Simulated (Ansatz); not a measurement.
# TiB2: the cost of one run

Method: DFT PBEsol, scalar-relativistic, in Ansatz 0.2.0.

## (1) The structure to begin with

The structure is hexagonal, space group P6/mmm (No. 191). Conventional cell: a = 3.029 Å, b = 3.029 Å, c = 3.228 Å, α = 90.00°, β = 90.00°, γ = 120.00°. Ti (site symmetry 6/mmm) has 12 B at 2.38 Å as nearest neighbours. Around B (site symmetry -6m2) lie 3 B at 1.75 Å and 6 Ti at 2.38 Å.

Structure file:

```xyz
3
Lattice="3.0292 0.0000 0.0000 -1.5146 2.6234 0.0000 0.0000 0.0000 3.2284" Properties=species:S:1:pos:R:3 pbc="T T T"
Ti    0.0000    0.0000    0.0000
B     0.0000    1.7489    1.6142
B     1.5146    0.8745    1.6142
```

The geometry is a database entry used as it stands. It may stem from high pressure or temperature, or be incomplete, so it serves as a test cell.

Atoms are numbered in the order of the input: Ti1, B2, B3.

## (2) Volume × 0.94, LAPW

input.yaml

```yaml
crystal:
  lattice:
    - [2.9673604788, 0.0, 0.0]
    - [-1.4836802394, 2.5698095569, 0.0]
    - [0.0, 0.0, 3.1624957934]
  atoms:
    - { symbol: Ti, position: [0.0, 0.0, 0.0] }
    - { symbol: B, position: [0.3333333333, 0.6666666667, 0.5] }
    - { symbol: B, position: [0.6666666667, 0.3333333333, 0.5] }
kpoints:
  mp_grid: { grid: [15, 15, 13] }
  band_path:
    path:
      - [0.0, 0.0, 0.0]
      - [0.5, 0.0, 0.0]
      - [0.3333333333, 0.3333333333, 0.0]
      - [0.0, 0.0, 0.0]
      - [0.0, 0.0, 0.5]
      - [0.5, 0.0, 0.5]
      - [0.3333333333, 0.3333333333, 0.5]
      - [0.0, 0.0, 0.5]
      - [0.5, 0.0, 0.5]
    npoints: 5
scf:
  occupations: { method: fermi_dirac, width: 0.08 }
hamiltonian:
  xc: pbesol
  pseudopotentials: { kind: all_electron, lapw: { basis_error: 0.001 } }
output:
  forces: true
  stress: true
  eigenvalues: true
```

Started as:

```bash
> ansatz run input.yaml --threads 1 --pin off --max-ram 6144MiB --backend cpu --events-out ev --progress --plain --runs-dir out
```

**Question.** How long does this run take on 1 thread of Arm Neoverse V2, shared host, and how much memory does it need?

About 24 s, with a peak of 0.52 GiB.
